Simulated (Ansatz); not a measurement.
**NaAu: energies up the ladder**

One table from this session's results is given with a row withheld; the runs are named, their logs left out.

Method: the levels named in each step, in Ansatz 0.2.0.

### The starting structure

Bond lengths: Na1–Au2 2.545 Å.

Structure file:

```xyz
2

Na    0.0000    0.0000    0.0000
Au    0.0000    0.0000    2.5446
```

Set-up of the first run:

The input, input.yaml:

```yaml
crystal:
  periodic: [false, false, false]
  atoms:
    - { symbol: Na, position_ang: [0.0, 0.0, 0.0] }
    - { symbol: Au, position_ang: [0.0, 0.0, 2.54465] }
basis:
  gaussian: { orbitals: def2-SVPD }
hamiltonian:
  xc: pbe
  dispersion: d4
relax:
  f_tol: 0.03
  max_steps: 200
```

The run is started by

```sh
$ ansatz run input.yaml --threads 4 --pin off --max-ram 10240MiB --backend cpu --events-out ev --progress --plain --runs-dir out
```

Steps of the session up to this table: A rough first relaxation, PBE-D4/def2-SVPD; Relaxation, PBE0-D4/def2-TZVPPD; Frequencies, PBE0-D4/def2-TZVPPD; Single point, PBE-D4/def2-TZVPPD; Single point, r2SCAN-D4/def2-TZVPPD; Single point, B3LYP-D4/def2-TZVPPD; Single point, wB97M-V/def2-TZVPPD; Single point, B2PLYP/def2-TZVPPD; Single point, LDA/def2-TZVPPD; Single point, PBE0-D4/def2-SVPD; Single point, PBE-D4/def2-SVPD; The anion of multiplicity 2 at the same geometry, PBE0-D4/def2-TZVPPD; The anion of multiplicity 2 at the same geometry, PBE-D4/def2-TZVPPD; The anion of multiplicity 2 at the same geometry, r2SCAN-D4/def2-TZVPPD; The anion of multiplicity 2 at the same geometry, B3LYP-D4/def2-TZVPPD; The anion of multiplicity 2 at the same geometry, wB97M-V/def2-TZVPPD; The anion of multiplicity 2 at the same geometry, B2PLYP/def2-TZVPPD.

One table of the session follows, with a row left open; its other results are not shown here.

It belongs to the step «Vertical electron affinity». 

```
                level  vertical electron affinity (eV)
   PBE-D4/def2-TZVPPD                            0.722
r2SCAN-D4/def2-TZVPPD                            0.666
 B3LYP-D4/def2-TZVPPD                            0.718
  wB97M-V/def2-TZVPPD                            0.399
   B2PLYP/def2-TZVPPD                                ?
```

Q: Estimate the row for B2PLYP/def2-TZVPPD from the others.

As computed: vertical electron affinity (eV): 0.613. In the column «vertical electron affinity (eV)» it lies between wB97M-V/def2-TZVPPD (0.399) and r2SCAN-D4/def2-TZVPPD (0.666).
